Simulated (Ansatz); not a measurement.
**C2H10ClNSi2: small, medium and large basis sets**

How large a basis does C2H10ClNSi2 need? Two functionals are run in growing sets.

Program: Ansatz 0.2.0, Gaussian basis. Level of theory: one geometry, several basis sets. These are calculated values, not measurements.

Levels to be run: PBE0-D4/def2-SVP; ωB97M-V/def2-SVP; PBE0-D4/def2-QZVPP; ωB97M-V/def2-QZVPP; the functionals' def2-TZVPP values are taken from earlier runs.

### 1 The relaxed structure

The geometry comes from an earlier relaxation with PBE0-D4 in a triple-zeta def2 set; it is a stationary point, not always the lowest conformer.

SMILES `CN(C)[SiH]([SiH3])Cl`, 16 atoms, charge 0, spin multiplicity 1.

Atoms are counted from 1 here; the program's logs count them from 0.

Bond lengths: C1–N2 1.444 Å, C1–H7 1.099 Å, C1–H8 1.096 Å, C1–H9 1.092 Å, N2–C3 1.446 Å, N2–Si4 1.703 Å, C3–H10 1.091 Å, C3–H11 1.096 Å, C3–H12 1.099 Å, Si4–Si5 2.338 Å, Si4–Cl6 2.090 Å, Si4–H13 1.483 Å, Si5–H14 1.488 Å, Si5–H15 1.488 Å, Si5–H16 1.487 Å. Angles: N2–C1–H7 112.1°, N2–C1–H8 110.4°, N2–C1–H9 110.8°, H7–C1–H8 107.8°, H7–C1–H9 107.7°, H8–C1–H9 107.8°, C1–N2–C3 113.3°, C1–N2–Si4 122.2°, C3–N2–Si4 121.1°, N2–C3–H10 110.5°, N2–C3–H11 110.3°, N2–C3–H12 112.1°, H10–C3–H11 108.0°, H10–C3–H12 108.0°, H11–C3–H12 107.8°, N2–Si4–Si5 111.7°, N2–Si4–Cl6 113.9°, N2–Si4–H13 107.0° and more.

### 2 PBE0-D4 in def2-SVP

Contents of in.yaml:

```yaml
crystal:
  periodic: [false, false, false]
  atoms:
    - {symbol: C, position_ang: [-0.235076, 0.351061, -1.547249]}
    - {symbol: N, position_ang: [0.063559, -0.596692, -0.499137]}
    - {symbol: C, position_ang: [0.438506, -1.901370, -0.996715]}
    - {symbol: Si, position_ang: [0.470899, -0.106486, 1.080604]}
    - {symbol: Si, position_ang: [-0.845291, 1.688991, 1.795230]}
    - {symbol: Cl, position_ang: [2.446311, 0.543940, 1.283687]}
    - {symbol: H, position_ang: [0.627171, 0.524540, -2.205393]}
    - {symbol: H, position_ang: [-1.063096, -0.012322, -2.167214]}
    - {symbol: H, position_ang: [-0.530490, 1.314858, -1.127020]}
    - {symbol: H, position_ang: [0.623923, -2.587122, -0.168113]}
    - {symbol: H, position_ang: [-0.367867, -2.321612, -1.609340]}
    - {symbol: H, position_ang: [1.345451, -1.861968, -1.615407]}
    - {symbol: H, position_ang: [0.377285, -1.308482, 1.944637]}
    - {symbol: H, position_ang: [-2.294235, 1.374055, 1.666305]}
    - {symbol: H, position_ang: [-0.545816, 2.902769, 0.988451]}
    - {symbol: H, position_ang: [-0.534232, 1.973239, 3.220875]}
basis:
  gaussian: {orbitals: def2-SVP}
hamiltonian: {xc: pbe0, dispersion: d4}
output: {orbitals: {seedname: orbitals}}
```

The runs that follow: ωB97M-V in def2-SVP; PBE0-D4 in def2-QZVPP; ωB97M-V in def2-QZVPP.

Before running them: what should the planned runs give, taken together? Wanted: PBE0-D4: double and triple zeta above quadruple; ωB97M-V: double and triple zeta above quadruple.

The runs gave:

| quantity | value |
| --- | --- |
| PBE0-D4: double and triple zeta above quadruple | 15.14, 1.12 eV |
| ωB97M-V: double and triple zeta above quadruple | 15.31, 1.07 eV |

PBE0-D4 gains 14.02 eV from double to triple zeta, then 1.12 eV more. These are total energies; as a rule much of such shifts cancels in differences, which this series doesn't test. The LUMO of ωB97M-V is positive and keeps falling with the basis (2.09 to 1.44 eV): an unbound level that the basis holds in place.
